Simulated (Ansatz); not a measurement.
# C2H6FNOSi: one species, many methods

The task here is to estimate one member of a computed series from the others.

Computed with Ansatz 0.2.0, Gaussian basis. Level: functionals in def2-TZVPP, the program's frozen cores in correlated methods.

Plan: LDA (SPW92), PBE-D4, revPBE-D4, BLYP-D4, r2SCAN-D4, B97M-V, PBE0-D4, B3LYP-D4, r2SCANh-D4, r2SCAN0-D4, HSE06-D4, BHLYP-D4, CAM-B3LYP-D4, LC-ωPBE, ωB97X-V, ωB97M-V, B2PLYP, PBE-QIDH; CCSD(T)/def2-SVP; CCSD(T)/def2-TZVPP; MP2/def2-QZVPP; extrapolation to the limit; RPA on PBE.

## Structure used throughout

An earlier PBE0-D4 in a triple-zeta def2 set relaxation fixed the geometry.

SMILES `N[C@]1(O)[SiH2][C@H]1F`, 12 atoms, charge 0, spin multiplicity 1.

Atoms are counted from 1 here; the program's logs count them from 0.

Bond lengths: N1–C2 1.413 Å, N1–H7 1.016 Å, N1–H8 1.011 Å, C2–O3 1.401 Å, C2–Si4 1.885 Å, C2–C5 1.538 Å, O3–H9 0.965 Å, Si4–C5 1.878 Å, Si4–H10 1.476 Å, Si4–H11 1.478 Å, C5–F6 1.379 Å, C5–H12 1.087 Å. Angles: C2–N1–H7 111.7°, C2–N1–H8 111.8°, H7–N1–H8 109.0°, N1–C2–O3 117.5°, N1–C2–Si4 117.7°, N1–C2–C5 112.9°, O3–C2–Si4 118.0°, O3–C2–C5 113.9°, Si4–C2–C5 65.7°, C2–O3–H9 108.1°, C2–Si4–C5 48.2°, C2–Si4–H10 116.2°, C2–Si4–H11 122.9°, C5–Si4–H10 115.3°, C5–Si4–H11 119.6°, H10–Si4–H11 116.7°, C2–C5–Si4 66.1°, C2–C5–F6 114.3° and more.

Set-up of the first run:

File in.yaml:

```yaml
crystal:
  periodic: [false, false, false]
  atoms:
    - {symbol: N, position_ang: [1.072330, -0.304368, -1.221979]}
    - {symbol: C, position_ang: [0.423645, -0.202289, 0.029305]}
    - {symbol: O, position_ang: [1.210532, -0.340984, 1.179529]}
    - {symbol: Si, position_ang: [-1.383758, -0.728060, 0.123748]}
    - {symbol: C, position_ang: [-0.573824, 0.966329, 0.092651]}
    - {symbol: F, position_ang: [-0.485271, 1.725706, 1.240476]}
    - {symbol: H, position_ang: [1.840641, 0.355342, -1.301823]}
    - {symbol: H, position_ang: [1.420989, -1.238248, -1.389186]}
    - {symbol: H, position_ang: [1.155773, 0.481442, 1.681598]}
    - {symbol: H, position_ang: [-1.865748, -1.172657, 1.446236]}
    - {symbol: H, position_ang: [-2.148211, -1.192539, -1.053133]}
    - {symbol: H, position_ang: [-0.589997, 1.595126, -0.793425]}
basis:
  gaussian: {orbitals: def2-TZVPP}
hamiltonian: {xc: lda}
output: {orbitals: {seedname: orbitals}}
```

Among the steps run: LDA; PBE-D4 (GGA); revPBE-D4 (GGA); BLYP-D4 (GGA); r2SCAN-D4 (meta-GGA); B97M-V (meta-GGA); PBE0-D4 (hybrid); B3LYP-D4 (hybrid); r2SCANh-D4 (hybrid); r2SCAN0-D4 (hybrid); HSE06-D4 (hybrid); BHLYP-D4 (hybrid); CAM-B3LYP-D4 (range-separated); LC-ωPBE (range-separated); ωB97X-V (range-separated); ωB97M-V (range-separated); B2PLYP (double hybrid); PBE-QIDH (double hybrid).

One table of the session follows, with a row left open; its other results are not shown here.

It belongs to the step «Orbital energies across the functionals». 

| functional | HOMO (eV) | gap (eV) |
| --- | --- | --- |
| LDA (SPW92) | -5.72 | 4.62 |
| PBE-D4 | -5.57 | 4.66 |
| revPBE-D4 | -5.51 | 4.68 |
| BLYP-D4 | -5.47 | 4.64 |
| r2SCAN-D4 | -5.79 | 5.15 |
| B97M-V | ? | ? |
| PBE0-D4 | -6.79 | 6.67 |
| B3LYP-D4 | -6.60 | 6.25 |
| r2SCANh-D4 | -6.25 | 5.89 |
| r2SCAN0-D4 | -6.94 | 6.99 |
| HSE06-D4 | -6.39 | 5.90 |
| BHLYP-D4 | -7.93 | 8.60 |
| CAM-B3LYP-D4 | -8.14 | 8.96 |
| LC-ωPBE | -9.41 | 11.36 |
| ωB97X-V | -9.09 | 10.93 |
| ωB97M-V | -8.97 | 10.53 |

Estimate the missing values for B97M-V.

As computed: HOMO (eV): -5.88; gap (eV): 5.10. In the column «HOMO (eV)» it lies between r2SCANh-D4 (-6.25) and r2SCAN-D4 (-5.79).
